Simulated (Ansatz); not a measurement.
# GaP: the cost of one run

Program: Ansatz 0.2.0. Level of theory: DFT LDA, scalar-relativistic, plane waves, PAW. These are calculated values, not measurements.

## 1. The structure to begin with

The structure is cubic, space group F-43m (No. 216). Conventional cell: a = 5.452 Å, b = 5.452 Å, c = 5.452 Å, α = 90.00°, β = 90.00°, γ = 90.00°. Ga (site symmetry -43m) is surrounded by 4 P at 2.36 Å. Around P (site symmetry -43m) lie 4 Ga at 2.36 Å.

As a file:

```cif
data_structure
_symmetry_space_group_name_H-M 'P 1'
_symmetry_Int_Tables_number 1
_cell_length_a 3.8549
_cell_length_b 3.8549
_cell_length_c 3.8549
_cell_angle_alpha 60.000
_cell_angle_beta 60.000
_cell_angle_gamma 60.000
_cell_volume 40.51
loop_
_atom_site_label
_atom_site_type_symbol
_atom_site_fract_x
_atom_site_fract_y
_atom_site_fract_z
_atom_site_occupancy
Ga1 Ga 0.00000 0.00000 0.00000 1
P1 P 0.75000 0.75000 0.75000 1
```

The structure comes from the Materials Project (structure only).

(A quick probe on a coarse mesh, which set the mesh and smearing, is not shown.)

## 3. The relaxation

input.yaml reads:

```yaml
crystal:
  lattice:
    - [0.0, 2.72581249, 2.72581249]
    - [2.72581249, 0.0, 2.72581249]
    - [2.72581249, 2.72581249, 0.0]
  atoms:
    - { symbol: Ga, position: [0.0, 0.0, 0.0] }
    - { symbol: P, position: [0.75, 0.75, 0.75] }
basis:
  ecutwfc: 420
kpoints:
  mp_grid: { grid: [8, 8, 8] }
hamiltonian:
  xc: lda
scf:
  occupations: { method: gaussian, width: 0.02 }
output:
  forces: true
  stress: true
  eigenvalues: true
relax:
  adjacent_minimum: "off"
  f_tol: 0.005
  max_steps: 80
  cell: { stress_tol: 0.05 }
```

The run is started by

```
ansatz run input.yaml --threads 8 --pin off --max-ram 20480MiB --backend cpu --events-out ev --progress --plain --runs-dir out
```

What time and memory should one allow on 8 threads of Intel Xeon 6975P-C (Granite Rapids), shared host?

About 1.8 s, with a peak of 0.41 GiB.
